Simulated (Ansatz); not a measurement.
# CH3AlBrFSe: two geometries relaxed

Are the two ends of the shift of H6 from Se3 to Al2 separate minima, and which lies lower? Each is relaxed from a guess. SMILES of the start: [F][Al]([SeH])[CH2]Br.

All numbers below are computed with Ansatz 0.2.0 (RKS PBE-D4/def2-SVP).

## (1) The system as given

Bond lengths: F1–Al2 1.812 Å, Al2–Se3 2.378 Å, Al2–C4 1.976 Å, C4–Br5 1.943 Å, Se3–H6 1.546 Å, C4–H7 1.149 Å, C4–H8 1.082 Å. Angles: F1–Al2–Se3 119.5°, F1–Al2–C4 122.7°, Se3–Al2–C4 117.8°, Al2–Se3–H6 91.3°, Al2–C4–Br5 110.0°, Al2–C4–H7 107.1°, Al2–C4–H8 112.6°, Br5–C4–H7 106.4°, Br5–C4–H8 110.3°, H7–C4–H8 110.2°.

As a file:

```xyz
8

F    -0.9621   -1.4690    1.8760
Al   -0.1564   -0.2560    0.7978
Se    1.5628    1.1314    1.6778
C    -0.5775   -0.0932   -1.1263
Br   -1.2370    1.6927   -1.5127
H     2.6395    0.0761    1.3348
H    -1.4457   -0.8129   -1.3444
H     0.2685   -0.3262   -1.7588
```

## (2) Relaxing end A

input.yaml

```yaml
crystal:
  periodic: [false, false, false]
  atoms:
    - { symbol: F, position_ang: [-0.9621, -1.469, 1.876] }
    - { symbol: Al, position_ang: [-0.1564, -0.256, 0.7978] }
    - { symbol: Se, position_ang: [1.5628, 1.1314, 1.6778] }
    - { symbol: C, position_ang: [-0.5775, -0.0932, -1.1263] }
    - { symbol: Br, position_ang: [-1.237, 1.6927, -1.5127] }
    - { symbol: H, position_ang: [2.6395, 0.0761, 1.3348] }
    - { symbol: H, position_ang: [-1.4457, -0.8129, -1.3444] }
    - { symbol: H, position_ang: [0.2685, -0.3262, -1.7588] }
basis:
  gaussian: { orbitals: def2-SVP }
hamiltonian:
  xc: pbe
  dispersion: d4
relax:
  f_tol: 0.02
  max_steps: 50
```

On the command line:

```console
$ ansatz run input.yaml --threads 2 --pin off --max-ram 3072MiB --backend cpu --events-out ev --progress --plain --runs-dir out
```

Standard output (excerpt; [...] marks lines left out):

```text
Warning: RAYON_NUM_THREADS=2 ignored (pool sized by the plan → 2); use --threads N
[...]
Functional definition: PBE
[...]
1364 factors; their error is unknown
[...]
mean field -145748.86618547 eV, -5356.1720401862 hartree, gradient 7.0e-5 eV, S^2 0.000000; 0 other end points of the search recorded, 0 dependent functions left out
[...]
reference -145748.86622399 eV, -5356.1720416020 hartree; 50, 50 occupied and 75, 75 virtual orbitals, 1364 factors
relax step   1: F+E_penalty+E_count = -145749.07668288 eV  Δ(F+E_penalty+E_count) = +0.000e0 eV  max|allowed force component| = 1.860e0 eV/Å  Δτ_max = 0.0000 Å  (28 SCF iters, accepted)
[...]
relax step   4: F+E_penalty+E_count = -145749.48727504 eV  Δ(F+E_penalty+E_count) = -4.310e-2 eV  max|allowed force component| = 4.728e-1 eV/Å  Δτ_max = 0.1999 Å  (33 SCF iters, accepted)
[...]
relax step   7: F+E_penalty+E_count = -145749.60146645 eV  Δ(F+E_penalty+E_count) = -1.703e-2 eV  max|allowed force component| = 3.336e-1 eV/Å  Δτ_max = 0.1034 Å  (29 SCF iters, accepted)
[...]
relax step  10: F+E_penalty+E_count = -145749.66821305 eV  Δ(F+E_penalty+E_count) = -2.083e-2 eV  max|allowed force component| = 1.666e-1 eV/Å  Δτ_max = 0.2000 Å  (34 SCF iters, accepted)
[...]
relax step  11: F+E_penalty+E_count = -145749.68583419 eV  Δ(F+E_penalty+E_count) = -1.762e-2 eV  max|allowed force component| = 1.748e-1 eV/Å  Δτ_max = 0.2000 Å  (35 SCF iters, accepted)
[...]
relax step  12: F+E_penalty+E_count = -145749.69330699 eV  Δ(F+E_penalty+E_count) = -7.473e-3 eV  max|allowed force component| = 6.764e-2 eV/Å  Δτ_max = 0.0555 Å  (28 SCF iters, accepted)
[...]
1364 factors; their error is unknown
mean field -145749.45012744 eV, -5356.1934996577 hartree, gradient 7.2e-6 eV, S^2 0.000000; 0 other end points of the search recorded, 0 dependent functions left out
[...]
```

## (3) More of the same log: end point A relaxed

Output, continued (excerpt; [...] marks lines left out):

```text
reference -145749.45016600 eV, -5356.1935010748 hartree; 50, 50 occupied and 75, 75 virtual orbitals, 1364 factors
relax step  13: F+E_penalty+E_count = -145749.66944137 eV  Δ(F+E_penalty+E_count) = +2.387e-2 eV  max|allowed force component| = 9.053e-1 eV/Å  Δτ_max = 0.1860 Å  (30 SCF iters, rejected (line search))
[...]
relax step  15: F+E_penalty+E_count = -145749.69873156 eV  Δ(F+E_penalty+E_count) = -7.923e-5 eV  max|allowed force component| = 3.934e-1 eV/Å  Δτ_max = 0.0953 Å  (28 SCF iters, accepted)
[...]
relax step  17: F+E_penalty+E_count = -145749.70661448 eV  Δ(F+E_penalty+E_count) = -5.827e-3 eV  max|allowed force component| = 5.425e-2 eV/Å  Δτ_max = 0.0411 Å  (28 SCF iters, accepted)
[...]
relax step  19: F+E_penalty+E_count = -145749.70709929 eV  Δ(F+E_penalty+E_count) = -1.326e-4 eV  max|allowed force component| = 9.055e-2 eV/Å  Δτ_max = 0.0213 Å  (29 SCF iters, accepted)
[...]
reference -145749.48746514 eV, -5356.1948717929 hartree; 50, 50 occupied and 75, 75 virtual orbitals, 1364 factors
Total energy: -145749.70765139 eV, -5356.2029634885 hartree
Atom 0 at    -0.721225    -1.041691     1.746743 Å, force     0.000553     0.002592    -0.002608 eV/Å
Atom 1 at     0.132211    -0.260181     0.526415 Å, force    -0.004009    -0.001250    -0.003894 eV/Å
Atom 2 at     2.200527     0.661809     1.028229 Å, force     0.002206    -0.000829     0.001340 eV/Å
Atom 3 at    -0.599086    -0.240180    -1.286392 Å, force     0.000011     0.001298     0.000080 eV/Å
Atom 4 at    -1.586325     1.455642    -0.808151 Å, force    -0.001501    -0.000146     0.001761 eV/Å
Atom 5 at     1.998299     0.328363     2.462170 Å, force     0.000541     0.000265     0.000624 eV/Å
Atom 6 at    -1.374330    -0.973748    -1.574409 Å, force     0.001489    -0.001718     0.002151 eV/Å
Atom 7 at     0.042029     0.012886    -2.150405 Å, force     0.000708    -0.000212     0.000546 eV/Å
Dipole moment:     0.036404    -0.077588    -0.336395 e Å
```

Run time: 74 s. Hardware: 2 threads of Intel Xeon Platinum 8259CL at 2.50GHz (Skylake/Cascade Lake), shared host; peak memory 0.21 GiB.

Relaxation path:

```csv
step,energy from step 1 (eV),largest force component (eV/Å)
1,0.0000,1.8600
2,-0.2878,1.1580
3,-0.3675,0.7259
4,-0.4106,0.4728
5,-0.4697,0.4004
6,-0.5077,0.4327
7,-0.5248,0.3336
8,-0.5355,0.6565
9,-0.5707,0.2685
10,-0.5915,0.1666
11,-0.6092,0.1748
12,-0.6166,0.0676
13x,-0.5928,0.9053
14,-0.6220,0.0660
15,-0.6220,0.3934
16,-0.6241,0.1267
17,-0.6299,0.0542
18,-0.6303,0.0422
19,-0.6304,0.0905
20,-0.6309,0.0204
21,-0.6309,0.0040
```

Step 1 is the start. 1 step was tried and not accepted (marked x).

After: Bond lengths: F1–Al2 1.682 Å, Al2–Se3 2.319 Å, Al2–C4 1.955 Å, Al2–Br5 2.771 Å, C4–Br5 2.020 Å, Se3–H6 1.486 Å, C4–H7 1.105 Å, C4–H8 1.105 Å. Angles: F1–Al2–Se3 118.7°, F1–Al2–C4 119.2°, F1–Al2–Br5 108.8°, Se3–Al2–C4 122.0°, Se3–Al2–Br5 114.3°, C4–Al2–Br5 46.8°, Al2–Se3–H6 89.9°, Al2–C4–Br5 88.4°, Al2–C4–H7 119.8°, Al2–C4–H8 120.7°, Br5–C4–H7 106.0°, Br5–C4–H8 106.0°, H7–C4–H8 110.8°, Al2–Br5–C4 44.8°.

Pairs that crossed the distance rule for bonds on the way: came closer Al2–Br5.

## (4) Relaxing end B

The second end starts from a geometry with the move made by hand.

Edit input.yaml of step 2 so:

```diff
@@ -8,3 +8,3 @@
     - { symbol: Br, position_ang: [-1.237, 1.6927, -1.5127] }
-    - { symbol: H, position_ang: [2.6395, 0.0761, 1.3348] }
+    - { symbol: H, position_ang: [-1.53613, 0.05541, 1.40686] }
     - { symbol: H, position_ang: [-1.4457, -0.8129, -1.3444] }
```

On the command line:

```console
$ ansatz run input.yaml --threads 2 --pin off --max-ram 3072MiB --backend cpu --events-out ev --progress --plain --runs-dir out
```

Standard output (excerpt; [...] marks lines left out):

```text
Warning: RAYON_NUM_THREADS=2 ignored (pool sized by the plan → 2); use --threads N
[...]
[... 1 set-up line as earlier in the session ...]
[...]
1364 factors; their error is unknown
[...]
mean field -145745.09386271 eV, -5356.0334098819 hartree, gradient 1.4e-5 eV, S^2 0.000000; 6 other end points of the search recorded, 0 dependent functions left out
[...]
reference -145745.09390180 eV, -5356.0334113183 hartree; 50, 50 occupied and 75, 75 virtual orbitals, 1364 factors
relax step   1: F+E_penalty+E_count = -145745.31004165 eV  Δ(F+E_penalty+E_count) = +0.000e0 eV  max|allowed force component| = 2.126e0 eV/Å  Δτ_max = 0.0000 Å  (231 SCF iters, accepted)
[...]
relax step   5: F+E_penalty+E_count = -145746.71582389 eV  Δ(F+E_penalty+E_count) = -4.008e-1 eV  max|allowed force component| = 1.326e0 eV/Å  Δτ_max = 0.1951 Å  (42 SCF iters, accepted)
[...]
relax step   9: F+E_penalty+E_count = -145749.18143112 eV  Δ(F+E_penalty+E_count) = -1.870e-1 eV  max|allowed force component| = 1.619e0 eV/Å  Δτ_max = 0.1945 Å  (29 SCF iters, accepted)
[...]
relax step  13: F+E_penalty+E_count = -145749.38832919 eV  Δ(F+E_penalty+E_count) = +4.747e-3 eV  max|allowed force component| = 5.747e-1 eV/Å  Δτ_max = 0.1078 Å  (29 SCF iters, rejected (line search))
[...]
relax step  16: F+E_penalty+E_count = -145749.43195007 eV  Δ(F+E_penalty+E_count) = -1.600e-2 eV  max|allowed force component| = 3.356e-1 eV/Å  Δτ_max = 0.1475 Å  (28 SCF iters, accepted)
[...]
relax step  17: F+E_penalty+E_count = -145749.45665164 eV  Δ(F+E_penalty+E_count) = -2.470e-2 eV  max|allowed force component| = 4.993e-1 eV/Å  Δτ_max = 0.1922 Å  (29 SCF iters, accepted)
[...]
1364 factors; their error is unknown
[...]
```

## (5) The log goes on: end point B relaxed

Output, continued (excerpt; [...] marks lines left out):

```text
mean field -145749.28348813 eV, -5356.1873757762 hartree, gradient 1.2e-5 eV, S^2 0.000000; 0 other end points of the search recorded, 0 dependent functions left out
[...]
reference -145749.28352686 eV, -5356.1873771994 hartree; 50, 50 occupied and 75, 75 virtual orbitals, 1364 factors
relax step  18: F+E_penalty+E_count = -145749.50345289 eV  Δ(F+E_penalty+E_count) = -4.680e-2 eV  max|allowed force component| = 6.120e-1 eV/Å  Δτ_max = 0.1922 Å  (29 SCF iters, accepted)
[...]
relax step  21: F+E_penalty+E_count = -145749.62486143 eV  Δ(F+E_penalty+E_count) = -4.399e-2 eV  max|allowed force component| = 4.050e-1 eV/Å  Δτ_max = 0.1931 Å  (29 SCF iters, accepted)
[...]
relax step  24: F+E_penalty+E_count = -145749.70025836 eV  Δ(F+E_penalty+E_count) = -2.362e-2 eV  max|allowed force component| = 1.942e-1 eV/Å  Δτ_max = 0.2000 Å  (34 SCF iters, accepted)
[...]
reference -145749.48747816 eV, -5356.1948722716 hartree; 50, 50 occupied and 75, 75 virtual orbitals, 1364 factors
Total energy: -145749.70766826 eV, -5356.2029641085 hartree
Atom 0 at    -1.599295    -1.242123     1.404781 Å, force    -0.002930    -0.002969     0.000559 eV/Å
Atom 1 at    -0.563965    -0.218656     0.563248 Å, force     0.003399     0.002772    -0.000199 eV/Å
Atom 2 at     0.723283     1.292123     1.763809 Å, force    -0.003046    -0.001259     0.004186 eV/Å
Atom 3 at    -0.408328    -0.404950    -1.376188 Å, force    -0.000856     0.000324    -0.002711 eV/Å
Atom 4 at    -1.952854     0.884024    -1.561058 Å, force    -0.000538    -0.000046    -0.001497 eV/Å
Atom 5 at     0.012395     0.901848     3.009372 Å, force     0.003932     0.001503    -0.003448 eV/Å
Atom 6 at    -0.732248    -1.341697    -1.865812 Å, force     0.000965     0.000918     0.001142 eV/Å
Atom 7 at     0.437482     0.051641    -1.921892 Å, force    -0.000927    -0.001242     0.001967 eV/Å
Dipole moment:     0.197662    -0.055845    -0.281624 e Å
```

Wall time 1.7 min (2 threads of Intel Xeon Platinum 8259CL at 2.50GHz (Skylake/Cascade Lake), shared host); peak memory 0.21 GiB.

Step by step:

```csv
step,energy from step 1 (eV),largest force component (eV/Å)
1,0.0000,2.1257
2,-0.4455,1.0060
3,-0.6939,1.1707
4,-1.0049,0.8477
5,-1.4058,1.3264
6,-2.0115,1.9681
7,-2.8680,2.4163
8,-3.6844,1.2354
9,-3.8714,1.6192
10,-4.0190,0.3950
11,-4.0737,0.2528
12,-4.0830,0.4370
13x,-4.0783,0.5747
14,-4.0969,0.0920
15,-4.1059,0.2289
16,-4.1219,0.3356
17,-4.1466,0.4993
18,-4.1934,0.6120
19,-4.2506,0.6071
20,-4.2708,0.5818
21,-4.3148,0.4050
22,-4.3526,0.2922
23,-4.3666,0.4520
24,-4.3902,0.1942
25,-4.3953,0.1301
26,-4.3969,0.0333
27x,-4.3968,0.0527
28,-4.3974,0.0349
29,-4.3976,0.0042
```

Step 1 is the start. 2 steps were tried and not accepted (marked x).

After: Bond lengths: F1–Al2 1.682 Å, Al2–Se3 2.320 Å, Al2–C4 1.955 Å, Al2–Br5 2.767 Å, C4–Br5 2.020 Å, Se3–H6 1.486 Å, C4–H7 1.106 Å, C4–H8 1.105 Å. Angles: F1–Al2–Se3 118.6°, F1–Al2–C4 119.2°, F1–Al2–Br5 108.5°, Se3–Al2–C4 122.1°, Se3–Al2–Br5 114.6°, C4–Al2–Br5 46.9°, Al2–Se3–H6 89.8°, Al2–C4–Br5 88.2°, Al2–C4–H7 119.8°, Al2–C4–H8 120.8°, Br5–C4–H7 106.0°, Br5–C4–H8 106.0°, H7–C4–H8 110.8°, Al2–Br5–C4 44.9°.

Pairs that crossed the distance rule for bonds on the way: came closer Al2–Br5, Se3–H6; moved apart Al2–H6.

## (6) Outcome

| quantity | value |
| --- | --- |
| end A | 19 moves, 0.631 eV lower |
| end B | 26 moves, 4.398 eV lower |
| largest difference between the ends | 0.01 Å |
| end B relative to end A | -0.000 eV |

**Reading.** Both starts fell into the same minimum (no atom differs by more than 0.01 Å), so from this start no second minimum was found and no band was run; another arrangement could still be one.
